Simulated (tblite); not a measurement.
# C4H8BrGaO: the cost of one run

The runs use tblite 0.8.0 and PySCF 2.14.0, with density-fitted response routines of our own; the level of theory stands in each step. All values are computed, except where a source is named. Atoms are numbered from 0 throughout.

## (1) The molecule as given

15 atoms, charge 0, multiplicity 1; geometry from: force field or distance geometry start.

Bonds of the start (Å): C0–C1 1.33, C1–C2 1.51, C2–Ga3 1.89, Ga3–Br4 2.53, Ga3–O5 2.06, O5–C6 1.41, C0–H7 1.09, C0–H8 1.09, C1–H9 1.08, C2–H10 1.13, C2–H11 1.13, C6–H12 1.12, C6–H13 1.10, C6–H14 1.10.

## (2) Optimising the geometry with GFN2-xTB

What the job is given:

```
{"job": {"kind": "relax", "xc": "GFN2-xTB", "basis": "xTB"}, "charge": 0, "multiplicity": 1}
C      1.260000     0.756800    -2.074600
C      1.501200    -0.303200    -1.313200
C      0.359100    -0.918100    -0.537000
Ga     0.186800    -1.098900     1.340900
Br     2.058000    -0.470800     2.916000
O     -0.799500     0.674200     1.707200
C     -2.076700     0.145700     1.442200
H      2.126200     1.166600    -2.600800
H      0.262600     1.187800    -2.161200
H      2.502500    -0.711000    -1.235000
H     -0.613400    -0.543100    -0.963000
H      0.421300    -2.015400    -0.798100
H     -2.803400     0.987200     1.586400
H     -2.266600    -0.586000     2.240000
H     -2.122700    -0.275300     0.428300
```

Command:

```
$ OMP_NUM_THREADS=1 python probes_run.py task.json out
```

The driver reads the jobs from task.json and runs them one after another.

**Question.** How long does this first job take on 1 thread of Arm Neoverse N1, shared host, and how much memory does it need?

About 2.2 s, with a peak of 0.18 GiB.
